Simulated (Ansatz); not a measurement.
# CH₉BOSi₂: a ladder of functionals and wavefunction methods

How much do the methods differ for CH₉BOSi₂? The plan is to run it at one geometry with functionals of several rungs and with coupled cluster, and see how far each lands from CCSD(T) at the basis-set limit for the atomisation energy.

Program: Ansatz 0.2.0, Gaussian basis. Level of theory: functionals in def2-TZVPP, the program's frozen cores in correlated methods. These are calculated values, not measurements.

Levels to be run: PBE-D4, r2SCAN-D4, PBE0-D4, B3LYP-D4, ωB97X-V, ωB97M-V, B2PLYP; CCSD(T)/def2-TZVPP; MP2/def2-QZVPP; extrapolation to the limit.

### 1 The relaxed structure

An earlier PBE0-D4 in a triple-zeta def2 set relaxation fixed the geometry.

SMILES `[SiH3]BOC[SiH3]`, 14 atoms, charge 0, spin multiplicity 1.

Atoms are counted from 1 here; the program's logs count them from 0.

Bond lengths: Si1–B2 2.024 Å, Si1–H6 1.491 Å, Si1–H7 1.492 Å, Si1–H8 1.488 Å, B2–O3 1.339 Å, B2–H9 1.209 Å, O3–C4 1.426 Å, C4–Si5 1.900 Å, C4–H10 1.095 Å, C4–H11 1.095 Å, Si5–H12 1.484 Å, Si5–H13 1.484 Å, Si5–H14 1.489 Å. Angles: B2–Si1–H6 110.0°, B2–Si1–H7 109.7°, B2–Si1–H8 113.3°, H6–Si1–H7 106.9°, H6–Si1–H8 108.4°, H7–Si1–H8 108.4°, Si1–B2–O3 119.3°, Si1–B2–H9 121.4°, O3–B2–H9 119.3°, B2–O3–C4 123.9°, O3–C4–Si5 118.8°, O3–C4–H10 107.4°, O3–C4–H11 107.2°, Si5–C4–H10 108.5°, Si5–C4–H11 108.2°, H10–C4–H11 106.0°, C4–Si5–H12 112.8°, C4–Si5–H13 112.4° and more.

### 2 PBE-D4 (GGA)

Contents of in.yaml:

```yaml
crystal:
  periodic: [false, false, false]
  atoms:
    - {symbol: Si, position_ang: [-1.776998, -1.156561, 1.948086]}
    - {symbol: B, position_ang: [-0.491292, -0.251283, 0.673424]}
    - {symbol: O, position_ang: [-0.298545, -0.774353, -0.543542]}
    - {symbol: C, position_ang: [0.587550, -0.221617, -1.514651]}
    - {symbol: Si, position_ang: [1.511918, 1.385852, -1.100915]}
    - {symbol: H, position_ang: [-2.810766, -0.183539, 2.404795]}
    - {symbol: H, position_ang: [-1.041851, -1.612434, 3.163450]}
    - {symbol: H, position_ang: [-2.467685, -2.331484, 1.349977]}
    - {symbol: H, position_ang: [0.108956, 0.749578, 0.988277]}
    - {symbol: H, position_ang: [1.324859, -0.993124, -1.761512]}
    - {symbol: H, position_ang: [0.005843, -0.057241, -2.427993]}
    - {symbol: H, position_ang: [2.454287, 1.231275, 0.035137]}
    - {symbol: H, position_ang: [0.587708, 2.519557, -0.848478]}
    - {symbol: H, position_ang: [2.293014, 1.666175, -2.337355]}
basis:
  gaussian: {orbitals: def2-TZVPP}
hamiltonian: {xc: pbe, dispersion: d4}
output: {forces: true, orbitals: {seedname: orbitals}}
```

Command:

```sh
ansatz run in.yaml --threads 4 --pin off --events-out ev --progress --plain --max-ram 10444MiB
```

The runs that follow: r2SCAN-D4 (meta-GGA); PBE0-D4 (hybrid); B3LYP-D4 (hybrid); ωB97X-V (range-separated); ωB97M-V (range-separated); B2PLYP (double hybrid); CCSD(T) in def2-TZVPP; MP2 in def2-QZVPP.

Before running them: what should the planned runs give, taken together? Wanted: atomisation energy, CCSD(T)/CBS; farthest; mean size of error, hybrid; mean size of error, range-separated; gap, smallest and largest; T1 diagnostic; triples share of the correlation energy.

As calculated:

```
                               quantity                                          value
        atomisation energy, CCSD(T)/CBS                                      48.939 eV
    functionals within 0.245 eV (0.5 %)  PBE-D4, r2SCAN-D4, PBE0-D4, B3LYP-D4, ωB97M-V
                               farthest                             B2PLYP (-0.514 eV)
             mean size of error, hybrid                                       0.172 eV
    mean size of error, range-separated                                       0.254 eV
              gap, smallest and largest           4.49 eV (PBE-D4), 11.23 eV (ωB97X-V)
                          T1 diagnostic                                         0.0145
triples share of the correlation energy                                          3.6 %
```

**Reading.** PBE-D4 misses by +0.243 eV. Double hybrids carry the basis error of their MP2 part in triple zeta, and no dispersion term here, so their miss is partly the set-up's. Misses under about 0.245 eV are within the doubt on the reference itself, which lacks core-valence correlation, relativity and higher excitations. Hartree-Fock recovers 76 % of the binding; the rest is correlation. Orbital gaps span 4.5 to 11.2 eV; exact exchange widens them.
